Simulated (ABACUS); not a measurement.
# Bi: single point with SCAN

The system is Bi, a sheet with vacuum.

```xyz
1
Lattice="3.3014 0.0000 0.0000 -1.6507 2.8591 0.0000 0.0000 0.0000 23.8000" Properties=species:S:1:pos:R:3 pbc="T T T"
Bi    0.0000    0.0000    7.0001
```

The cell was built by a generator and needn't be a form met in nature.

- Program: ABACUS 3.10.1
- Task: single point
- Functional: SCAN
- Potentials or basis: SG15 ONCV 1.2 PBE
- Cutoff: 1361 eV
- Density cutoff: 5442 eV
- Basis: DZP LCAO (the cutoffs set its grid)
- k mesh: 9 × 9 × 1
- Occupations: fermi-dirac, width 0.05 eV
- Spin: no spin polarisation
- Radial cutoff of the potentials (pseudo_rcut): 7 bohr
- Orbital files: Bi Bi_confined-atom_8au_2s2p2d.orb
- SCF threshold on the density: 1e-06
- Max SCF steps: 100
- Eigensolver: genelpa
- Mixing: broyden
- Mixing share: 0.3
- Symmetry key: 1
- Bands: 12
- Mixing history: 12

```yaml
Band_gap_on_the_k_mesh: none (metal or under the smearing width)
```

Levels at points of the mesh, in eV from the Fermi level:
```
           k point  band 4  band 5  band 6  band 7  band 8  band 9  band 10  band 11
(0.00, 0.00, 0.00)  -22.18  -22.18  -13.40   -2.74    6.28    6.42     6.42    11.33
```

Wall time 18 s on 4 MPI ranks on Intel(R) Xeon(R) 6975P-C (Granite Rapids) (shared host), peak memory 0.6 GiB a rank.

Caveat: the atomic orbitals were generated for these runs and aren't a published set; spin-orbit coupling is left out, which moves the levels of the heavy elements; the basis of atomic orbitals isn't converged, which shifts pressures, moduli and gaps.
